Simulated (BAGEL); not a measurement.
# CH3ClFOSi (SMILES CO[Si](F)Cl) at UHF/STO-3G (density fitting with qzvpp-jkfit)

Aim: the vertical ionisation energy of CH3ClFOSi at UHF/STO-3G (density fitting with qzvpp-jkfit), from 2 runs. 

The calculation is run with BAGEL 1.2.2.

1 further run of the same task is left out (it didn't finish). Runs told in other sessions of the task aren't counted.

## (1) The structure to begin with

CH3ClFOSi has 8 atoms, charge 0, and is taken as a doublet. As SMILES, `CO[Si](F)Cl`. The coordinates come from a PBE0-D4/def2-TZVP relaxation. This is one conformer, not always the lowest.

Bond lengths: C1–O2 1.415 Å, O2–Si3 1.621 Å, Si3–F4 1.588 Å, Si3–Cl5 2.059 Å, C1–H6 1.093 Å, C1–H7 1.090 Å, C1–H8 1.093 Å. Angles: C1–O2–Si3 127.1°, O2–Si3–F4 105.6°, O2–Si3–Cl5 110.7°, F4–Si3–Cl5 108.5°, O2–C1–H6 110.9°, O2–C1–H7 107.5°, O2–C1–H8 111.2°, H6–C1–H7 108.9°, H6–C1–H8 109.2°, H7–C1–H8 109.1°.

## (2) A single-point energy at UHF/STO-3G (density fitting with qzvpp-jkfit)

Contents of calc.json:

```json
{ "bagel" : [

{
  "title" : "molecule",
  "basis" : "sto-3g",
  "df_basis" : "qzvpp-jkfit",
  "angstrom" : "true",
  "geometry" : [
    { "atom" : "C", "xyz" : [      -0.458100,      -0.553300,       0.973700 ] },
    { "atom" : "O", "xyz" : [       0.278400,      -0.634200,      -0.231600 ] },
    { "atom" : "Si", "xyz" : [       1.040400,       0.575500,      -0.994800 ] },
    { "atom" : "F", "xyz" : [       1.414300,       0.007600,      -2.429900 ] },
    { "atom" : "Cl", "xyz" : [      -0.216200,       2.187700,      -1.238400 ] },
    { "atom" : "H", "xyz" : [       0.207000,      -0.409200,       1.829100 ] },
    { "atom" : "H", "xyz" : [      -0.991000,      -1.496000,       1.096600 ] },
    { "atom" : "H", "xyz" : [      -1.182600,       0.264700,       0.939200 ] }
  ]
},

{
  "title" : "uhf",
  "nopen" : 1
},

{
  "title" : "print",
  "file" : "orbitals.molden",
  "orbitals" : "true"
}

]}
```

Command:

```sh
$ BAGEL_NUM_THREADS=1 BAGEL calc.json > calc.out
```

The log of the run:

```text
* using 1 threads per process

  ===============================================================
  ===============================================================

  *** Geometry ***

  { "atom" : "C", "xyz" : [     -0.865684,     -1.045585,      1.840026 ] },
  { "atom" : "O", "xyz" : [      0.526100,     -1.198464,     -0.437661 ] },
  { "atom" : "Si", "xyz" : [      1.966071,      1.087537,     -1.879900 ] },
  { "atom" : "F", "xyz" : [      2.672640,      0.014362,     -4.591846 ] },
  { "atom" : "Cl", "xyz" : [     -0.408559,      4.134154,     -2.340237 ] },
  { "atom" : "H", "xyz" : [      0.391173,     -0.773276,      3.456498 ] },
  { "atom" : "H", "xyz" : [     -1.872719,     -2.827030,      2.072274 ] },
  { "atom" : "H", "xyz" : [     -2.234790,      0.500211,      1.774831 ] },

  Number of auxiliary basis functions:      539

  Since a DF basis is specified, we compute 2- and 3-index integrals:
    o Being stored without compression. Storage requirement is 0.006 GB

  Number of basis functions:       36
  Number of electrons      :       57

    * METHOD: MOLECULE                             0.24

  *** Open-shell HF ***

  === Nuclear Repulsion ===
   295.6307972791

      * DIIS with orbital gradients will be used.

  === UHF iteration (sto-3g) ===
      0       -951.16284461          0.02787555           0.07
      1       -951.26608045          0.00732372           0.07
      2       -951.27375628          0.00244915           0.07
      3       -951.27472603          0.00068974           0.07
      4       -951.27500872          0.00021104           0.07
      5       -951.27503613          0.00008148           0.07
      6       -951.27504416          0.00002999           0.07
      7       -951.27504537          0.00001539           0.07
      8       -951.27504575          0.00000366           0.07
      9       -951.27504577          0.00000127           0.07
     10       -951.27504578          0.00000052           0.07
     11       -951.27504578          0.00000015           0.07
     12       -951.27504578          0.00000005           0.07
     13       -951.27504578          0.00000002           0.07
     14       -951.27504578          0.00000001           0.07
    * SCF iteration converged.

    * S^2 (UHF) is 0.7569

    * Permanent dipole moment:
           (   -0.631928,     0.516019,    -0.851352) a.u.

    * METHOD: UHF                                  1.20

    * METHOD: PRINT                                0.00

  ===============================================================
```

Wall time 1.6 s (1 thread of Arm Neoverse V1, shared host); peak memory 0.083 GiB.

## (3) The singlet cation, same level

Contents of input.json:

```json
{ "bagel" : [

{
  "title" : "molecule",
  "basis" : "sto-3g",
  "df_basis" : "qzvpp-jkfit",
  "angstrom" : true,
  "geometry" : [
    { "atom" : "C", "xyz" : [   -0.458100,   -0.553300,    0.973700 ] },
    { "atom" : "O", "xyz" : [    0.278400,   -0.634200,   -0.231600 ] },
    { "atom" : "Si", "xyz" : [    1.040400,    0.575500,   -0.994800 ] },
    { "atom" : "F", "xyz" : [    1.414300,    0.007600,   -2.429900 ] },
    { "atom" : "Cl", "xyz" : [   -0.216200,    2.187700,   -1.238400 ] },
    { "atom" : "H", "xyz" : [    0.207000,   -0.409200,    1.829100 ] },
    { "atom" : "H", "xyz" : [   -0.991000,   -1.496000,    1.096600 ] },
    { "atom" : "H", "xyz" : [   -1.182600,    0.264700,    0.939200 ] }
  ]
},
{
  "title" : "hf",
  "charge" : 1
},
{
  "title" : "print",
  "file" : "orbitals.molden",
  "orbitals" : true
}

]}
```

Command:

```sh
$ BAGEL_NUM_THREADS=1 BAGEL input.json > input.out
```

The log of the run:

```text
* using 1 threads per process

  ===============================================================
  ===============================================================

  *** Geometry ***

  { "atom" : "C", "xyz" : [     -0.865684,     -1.045585,      1.840026 ] },
  { "atom" : "O", "xyz" : [      0.526100,     -1.198464,     -0.437661 ] },
  { "atom" : "Si", "xyz" : [      1.966071,      1.087537,     -1.879900 ] },
  { "atom" : "F", "xyz" : [      2.672640,      0.014362,     -4.591846 ] },
  { "atom" : "Cl", "xyz" : [     -0.408559,      4.134154,     -2.340237 ] },
  { "atom" : "H", "xyz" : [      0.391173,     -0.773276,      3.456498 ] },
  { "atom" : "H", "xyz" : [     -1.872719,     -2.827030,      2.072274 ] },
  { "atom" : "H", "xyz" : [     -2.234790,      0.500211,      1.774831 ] },

  Number of auxiliary basis functions:      539

  Since a DF basis is specified, we compute 2- and 3-index integrals:
    o Being stored without compression. Storage requirement is 0.006 GB

  Number of basis functions:       36
  Number of electrons      :       57

    * METHOD: MOLECULE                             0.24

  *** RHF ***

  === Nuclear Repulsion ===
   295.6307972791

      * DIIS with orbital gradients will be used.

  === RHF iteration (sto-3g) ===
      0       -950.85835429          0.01808354           0.04
      1       -951.01987987          0.00744430           0.04
      2       -951.03989710          0.00113242           0.04
      3       -951.04076783          0.00047518           0.03
      4       -951.04093735          0.00015157           0.03
      5       -951.04096503          0.00007261           0.03
      6       -951.04097360          0.00002838           0.04
      7       -951.04097522          0.00001096           0.04
      8       -951.04097546          0.00000367           0.04
      9       -951.04097548          0.00000131           0.04
     10       -951.04097549          0.00000063           0.04
     11       -951.04097549          0.00000026           0.04
     12       -951.04097549          0.00000010           0.04
     13       -951.04097549          0.00000004           0.03
     14       -951.04097549          0.00000001           0.03
     15       -951.04097549          0.00000001           0.04
    * SCF iteration converged.

    * Permanent dipole moment:
           (   -1.207836,     0.428313,    -1.114493) a.u.

    * METHOD: HF                                   0.70

    * METHOD: PRINT                                0.00

  ===============================================================
```

Run time: 1.1 s. Hardware: 1 thread of Arm Neoverse V1, shared host; peak memory 0.083 GiB.

## (4) Summary of results

At UHF/STO-3G (density fitting with qzvpp-jkfit):

| quantity | value |
| --- | --- |
| doublet CH3ClFOSi: total energy | -951.27505 Eh |
| doublet CH3ClFOSi: dipole moment | 3.00 D |
| doublet CH3ClFOSi: ⟨S²⟩ | 0.757 |
| singlet cation: total energy | -951.04098 Eh |
| singlet cation: HOMO energy | -16.95 eV |
| singlet cation: LUMO energy | -5.56 eV |
| singlet cation: HOMO–LUMO gap | 11.39 eV |
| vertical ionisation energy (to the singlet cation) | 6.369 eV |

What this shows: Removing an electron at fixed nuclei costs 6.37 eV (615 kJ/mol). In a minimal basis such a difference can be off by several eV, whatever the method.
